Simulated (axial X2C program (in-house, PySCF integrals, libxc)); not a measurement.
# NInO⁺: bond lengths and stretches, held linear

The task here is to estimate one member of a computed series from the others.

Program: an in-house X2C program for linear molecules on PySCF integrals. Level of theory: all-electron X2C, two-component (2c) or spin-free, N dyall-av3z, In dyall-v3z, O dyall-av3z. These are calculated values, not measurements.

All values are calculated.

2 further runs of the same task are left out: 2 set aside as unsound or not needed.

Set-up of the first run:

task.json reads:

```json
{"zs": [7, 49, 8], "q": 1, "bas": ["dyall-av3z", "dyall-v3z", "dyall-av3z"], "r0": [1.96, 1.93], "symm": 0, "scan": ["PBE0", "HF", "PBE"], "levels": ["PBE0", "HF", "LDA"], "nst": 2}
```

Keys: zs atomic numbers; q charge; bas basis sets; r0 starting distance in Å; symm equal bonds; scan levels of the two-bond scan; levels methods; nst determinants followed.

Run with:

```sh
python solin.py task.json out
```

Masses N 14.003, In 114.904, O 15.995 u.

Among the steps run: Scan at PBE0, 2c; Scan at PBE, 2c; Scan at PBE0, spin-free.

One table of the session follows, with a row left open; its other results are not shown here.

| level | r(In–O) (Å) | lower stretch (cm⁻¹) | upper stretch (cm⁻¹) |
| --- | --- | --- | --- |
| PBE0, 2c | 1.957 | 475.4 | 652.6 |
| PBE, 2c | ? | ? | ? |
| PBE0, spin-free | 1.958 | 474.6 | 651.9 |
| PBE, spin-free | 1.977 | 463.2 | 614.6 |

Q: Estimate the row for PBE, 2c from the others.

As computed: r(In–O) (Å): 1.977; lower stretch (cm⁻¹): 463.7; upper stretch (cm⁻¹): 615.3.

Scans not shown above were run alike.

In words: Over the levels the N–In bond spans 2.089 to 2.109 Å and the In–O bond 1.957 to 1.977 Å. At PBE0 going from spin-free to two-component moves the bonds by -0.000 and -0.001 Å. Each state is one determinant, the lowest of a limited PBE0 search; the stretches come from a fit to few points and are good to some per cent at best. The molecule was held linear; bending was not examined, so a bent shape may lie lower. Note: functional without a current term on a determinant with orbital currents, of the molecule or an atom.
